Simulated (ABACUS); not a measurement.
Crystal: Ba2Tl5V3O12.

```
Tl Ba V O
1.0
     8.15421    0.00000    0.00000
    -4.07711    7.06176    0.00000
     0.00000    0.00000    6.92128
Tl Ba V O
5 2 3 12
Direct
  0.50000 0.00000 0.50000
  0.00000 0.50000 0.50000
  0.50000 0.50000 0.50000
  0.33333 0.66667 0.22489
  0.66667 0.33333 0.77511
  0.00000 0.00000 0.23552
  0.00000 0.00000 0.76448
  0.50000 0.00000 0.00000
  0.00000 0.50000 0.00000
  0.50000 0.50000 0.00000
  0.33890 0.34334 0.81444
  0.65666 0.99556 0.81444
  0.00444 0.66110 0.81444
  0.34334 0.33890 0.18556
  0.99556 0.65666 0.18556
  0.66110 0.00444 0.18556
  0.66110 0.65666 0.18556
  0.34334 0.00444 0.18556
  0.99556 0.33890 0.18556
  0.65666 0.66110 0.81444
  0.00444 0.34334 0.81444
  0.33890 0.99556 0.81444
```

The cell was built by a generator and needn't be a form met in nature.

A run of ABACUS 3.10.1 on this cell left the log below. Logs are shortened: lines on timing, memory, paths and dates and some standing lists are left out, and cuts for length are marked.

```text
ABACUS v3.10.1

               Atomic-orbital Based Ab-initio Computation at UStc

 ------------------------------------------------------------------------------------

 READING GENERAL INFORMATION
                           global_out_dir = OUT.Ba2Tl5V3O12/
                           global_in_card = INPUT
                               pseudo_dir = ./
                              orbital_dir = ./
                                    DSIZE = 4
                                    GSIZE = 1

 READING UNITCELL INFORMATION
                                    ntype = 4
                  lattice constant (Bohr) = 1.88973
              lattice constant (Angstrom) = 1

 READING ATOM TYPE 1
                               atom label = Tl
                      L=0, number of zeta = 2
                      L=1, number of zeta = 2
                      L=2, number of zeta = 2
             number of atom for this type = 5
               magnetization of element 1 = 0

 READING ATOM TYPE 2
                               atom label = Ba
                      L=0, number of zeta = 3
                      L=1, number of zeta = 2
                      L=2, number of zeta = 2
             number of atom for this type = 2
               magnetization of element 2 = 0

 READING ATOM TYPE 3
                               atom label = V
                      L=0, number of zeta = 3
                      L=1, number of zeta = 2
                      L=2, number of zeta = 2
                      L=3, number of zeta = 1
             number of atom for this type = 3
               magnetization of element 3 = 2

 READING ATOM TYPE 4
                               atom label = O
[... 632 lines left out ...]
 E_one_elec     -726.0043687879      -9877.7961884084
 E_Hartree      478.7694219707       6513.9921669682
 E_xc           -386.6629959615      -5260.8199508279
 E_Ewald        -925.9149425264      -12597.7190817015
 E_entropy(-TS) -0.0058173975        -0.0791497538
 E_descf        0.0000000000         0.0000000000
 E_exx          0.0000000000         0.0000000000
 E_Fermi_up     0.6721744574         9.1454026707
 E_Fermi_dw     0.5287017025         7.1933556960
----------------------------------------------------------

 charge density convergence is achieved
 final etot is -21222.422204 eV
 EFERMI = 0 eV

 STATE ENERGY(eV) AND OCCUPATIONS    NSPIN == 2
SPIN UP :
 1/14 kpoint (Cartesian) = 0.0000 0.0000 0.0000 (11359 pws)
       1       -57.0863      0.0370370
       2       -57.0862      0.0370370
       3       -57.0862      0.0370370
       4       -31.0281      0.0370370
       5       -31.0264      0.0370370
       6       -31.0263      0.0370370
[... 728 lines left out ...]
     120        12.7733    2.28197e-33
     121        13.2678    1.15494e-37

[... levels at 22 further k points ...]

-------------------------------------------------
 Total Magnetism (uB)
-------------------------------------------------
                        Tl1         0.2470718029
                        Tl2         0.2470716796
                        Tl3         0.2470676502
                        Tl4         0.3107477323
                        Tl5         0.3107477323
                        Ba1         0.1366336324
[... 18 lines left out ...]
 correction force for each atom along direction 1 is -2.63320e-12
 correction force for each atom along direction 2 is -1.33211e-12
 correction force for each atom along direction 3 is 6.87910e-13
------------------------------------------------------------------------------------------
 TOTAL-FORCE (eV/Angstrom)
------------------------------------------------------------------------------------------
                       Tl1         0.0000000000         0.0000000000         0.0000000000
                       Tl2         0.0000000000         0.0000000000         0.0000000000
                       Tl3         0.0000000000         0.0000000000         0.0000000000
                       Tl4         0.0003082494        -0.0001652223        -0.0379512943
                       Tl5        -0.0003082496         0.0001652222         0.0379512942
                       Ba1        -0.0000075098         0.0000053237         0.3227176889
[... 11 lines left out ...]
                        O8        -0.1884877977         0.1116340182        -0.1409766366
                        O9        -0.0024468561        -0.2190039304        -0.1409912858
                       O10        -0.0024491315         0.2189304577         0.1410520535
                       O11         0.1909130740        -0.1074012013         0.1409864771
                       O12        -0.1884624073        -0.1116170413         0.1409808965
------------------------------------------------------------------------------------------

----------------------------------------------------------------
 TOTAL-STRESS (KBAR)
----------------------------------------------------------------
        48.5930650452         0.0028980298         0.0003522784
         0.0028980298        48.5954187852        -0.0001919469
         0.0003522784        -0.0001919469        51.8916066483
----------------------------------------------------------------
 TOTAL-PRESSURE: 49.693363 KBAR

 --------------------------------------------
 !FINAL_ETOT_IS -21222.4222037234285381 eV
 --------------------------------------------
```

Problem. What input gives this log?

Solution. Single point with PBE, collinear spin, ferromagnetic start. The files as run (others can give the same):

run_abacus.py
```python
"""ABACUS run from a structure file: ASE reads it, the script writes STRU, KPT and INPUT."""
import re
import subprocess
from ase.io import read
from ase.units import Bohr

atoms = read("POSCAR")
atoms = atoms[(-atoms.numbers).argsort(kind="stable")]  # ABACUS lists atoms element by element
pseudo = {'Tl': 'Tl.upf', 'Ba': 'Ba.upf', 'V': 'V.upf', 'O': 'O.upf'}
orbital = {'Tl': 'Tl_confined-atom_8au_2s2p2d.orb', 'Ba': 'Ba_confined-atom_9au_3s2p2d.orb', 'V': 'V_confined-atom_7au_3s2p2d1f.orb', 'O': 'O_confined-atom_6au_2s2p1d.orb'}
magmoms = [0.0, 0.0, 0.0, 0.0, 0.0, 0.0, 0.0, 2.0, 2.0, 2.0, 0.0, 0.0, 0.0, 0.0, 0.0, 0.0, 0.0, 0.0, 0.0, 0.0, 0.0, 0.0]
kmesh = [3, 3, 3]
params = {
    'suffix': 'Ba2Tl5V3O12',
    'calculation': 'scf',
    'basis_type': 'lcao',
    'pseudo_dir': './',
    'orbital_dir': './',
    'symmetry': 1,
    'dft_functional': 'pbe',
    'ecutwfc': 100,
    'pseudo_rcut': 7,
    'nspin': 2,
    'nbands': 121,
    'ks_solver': 'genelpa',
    'smearing_method': 'fd',
    'smearing_sigma': 0.00367493,
    'scf_thr': 1e-07,
    'scf_nmax': 100,
    'mixing_type': 'broyden',
    'mixing_beta': 0.4,
    'cal_force': 1,
    'cal_stress': 1,
    'nupdown': 7.0,
    'out_mul': 1,
}

symbols = atoms.get_chemical_symbols()
elements = list(dict.fromkeys(symbols))
lines = ["ATOMIC_SPECIES"] + [f"{e} {atoms.get_masses()[symbols.index(e)]:.4f} {pseudo[e]}" for e in elements]
if orbital:
    lines += ["", "NUMERICAL_ORBITAL"] + [orbital[e] for e in elements]
lines += ["", "LATTICE_CONSTANT", f"{1 / Bohr:.10f}", "", "LATTICE_VECTORS"]
lines += [" ".join(f"{x:.10f}" for x in v) for v in atoms.cell]
lines += ["", "ATOMIC_POSITIONS", "Direct"]
for e in elements:
    lines += ["", e, "0.0", str(symbols.count(e))]
    for i, p in enumerate(atoms.get_scaled_positions(wrap=False)):
        if symbols[i] == e:
            mag = "" if magmoms is None else " mag " + " ".join(str(x) for x in (magmoms[i] if isinstance(magmoms[i], list) else [magmoms[i]]))
            lines.append(" ".join(f"{x:.10f}" for x in p) + " 1 1 1" + mag)
open("STRU", "w").write("\n".join(lines) + "\n")
open("KPT", "w").write("K_POINTS\n0\nGamma\n%d %d %d 0 0 0\n" % tuple(kmesh))
open("INPUT", "w").write("INPUT_PARAMETERS\n" + "".join(f"{k:<20s}{v}\n" for k, v in params.items()))

done = subprocess.run(['mpirun', '-np', '4', 'abacus'])
if done.returncode:
    raise SystemExit(done.returncode)
log = open("OUT.Ba2Tl5V3O12/running_scf.log").read()
print("final energy (eV):", re.findall(r"FINAL_ETOT_IS (\S+)", log))
```

POSCAR
```
Ba2Tl5V3O12
1.0
    8.1542100000      0.0000000000      0.0000000000
   -4.0771100000      7.0617600000      0.0000000000
    0.0000000000      0.0000000000      6.9212800000
Ba V Tl O
2 3 5 12
Direct
    0.0000000000      0.0000000000      0.2355200000
    0.0000000000      0.0000000000      0.7644800000
    0.5000000000      0.0000000000      0.0000000000
    0.0000000000      0.5000000000      0.0000000000
    0.5000000000      0.5000000000      0.0000000000
    0.5000000000      0.0000000000      0.5000000000
    0.0000000000      0.5000000000      0.5000000000
    0.5000000000      0.5000000000      0.5000000000
    0.3333300000      0.6666700000      0.2248900000
    0.6666700000      0.3333300000      0.7751100000
    0.3389000000      0.3433400000      0.8144400000
    0.6566600000      0.9955600000      0.8144400000
    0.0044400000      0.6611000000      0.8144400000
    0.3433400000      0.3389000000      0.1855600000
    0.9955600000      0.6566600000      0.1855600000
    0.6611000000      0.0044400000      0.1855600000
    0.6611000000      0.6566600000      0.1855600000
    0.3433400000      0.0044400000      0.1855600000
    0.9955600000      0.3389000000      0.1855600000
    0.6566600000      0.6611000000      0.8144400000
    0.0044400000      0.3433400000      0.8144400000
    0.3389000000      0.9955600000      0.8144400000
```

Potentials or basis: PseudoDojo NC SR 0.4.1 PBE standard, DZP LCAO (the cutoffs set its grid).
Command:
```bash
$ OMP_NUM_THREADS=1 python run_abacus.py > log
```

Caveat: the atomic orbitals were generated for these runs and aren't a published set; this release of the barium file is off; the basis of atomic orbitals isn't converged, which shifts pressures, moduli and gaps; the total moment is fixed, so each spin has its own Fermi level.
